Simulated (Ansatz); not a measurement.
Here is an Ansatz 0.2.0 calculation.

File input:

```
crystal:
  lattice:
    - [3.05413, 0.0, 0.0]
    - [-1.52707, 2.64496, 0.0]
    - [0.0, 0.0, 5.82802]
  atoms:
    - { symbol: Al, position: [0.0, 0.0, 0.0] }
    - { symbol: In, position: [0.0, 0.0, 0.5] }
hamiltonian:
  xc: { exchange: pbe, correlation: pbe, exx: { coeff: 0.25, omega: 0.3 } }
  pseudopotentials: { kind: paw }
kpoints:
  mp_grid: { grid: [5, 5, 3] }
  band_path:
    path:
      - [[0.0, 0.0, 0.0], [0.5, 0.0, 0.0], [0.3333333333, 0.3333333333, 0.0], [0.0, 0.0, 0.0], [0.0, 0.0, 0.5], [0.5, 0.0, 0.5], [0.3333333333, 0.3333333333, 0.5], [0.0, 0.0, 0.5]]
      - [[0.5, 0.0, 0.5], [0.5, 0.0, 0.0]]
      - [[0.3333333333, 0.3333333333, 0.0], [0.3333333333, 0.3333333333, 0.5]]
    npoints: 4
scf:
  occupations: { method: fermi_dirac, width: 0.05 }
  n_extra_bands: 6
output:
  forces: true
  stress: true
  eigenvalues: true
  fatbands: false
```

What does it give for the pressure?

-2.0 GPa.

What does it give for the band gap on the k mesh?

None (metal or under the smearing width).

Stress tensor (GPa, compression positive):
```
-3.49  0.00  0.00
 0.00 -3.49  0.00
 0.00  0.00  0.98
```

Caveat: the k mesh is coarse (spacing up to 0.48 Å⁻¹), so the values aren't converged, least of all with exact exchange; spin-orbit coupling is left out, which moves the levels of the heavy elements; the PAW data sets come from PBE, with cores solved anew for the run's functional, which leaves a small shift of forces and pressure; the thresholds are loose for stress.
